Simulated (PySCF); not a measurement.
# Ge2H6: the cost of one run

Programs: PySCF 2.14.0, with routines of our own; each step states its level. All values are computed. Atoms count from 0.

## 1. The starting structure

8 atoms, charge 0, multiplicity 1; geometry from: GFN2-xTB.

## 2. Optimising the geometry at PBE0-D3(BJ)/def2-SVP

The job: settings as JSON, then the geometry in Å.

```
{"job": {"xc": "PBE0", "basis": "def2-SVP", "d3": "d3bj", "grid": 1, "maxiter": 30, "shake": 0.01, "kind": "geom"}, "charge": 0, "multiplicity": 1}
Ge    -1.153810     0.090730    -0.017140
Ge     1.172210    -0.116610     0.012430
H     -1.861240    -0.805200    -1.007020
H     -1.596940     1.496540    -0.394790
H     -1.816880    -0.179600     1.291180
H      1.622380    -1.488560     0.379040
H      1.855570     0.799000     0.996740
H      1.833850     0.184570    -1.312900
```

Command:

```
OMP_NUM_THREADS=1 python heavy_run.py task.json out
```

One launch serves the whole session: the jobs run in the order shown.

Q: Estimate the wall time and peak memory of this first job on 1 thread of Intel Xeon 6975P-C, shared host.

About 9 s, with a peak of 0.39 GiB.
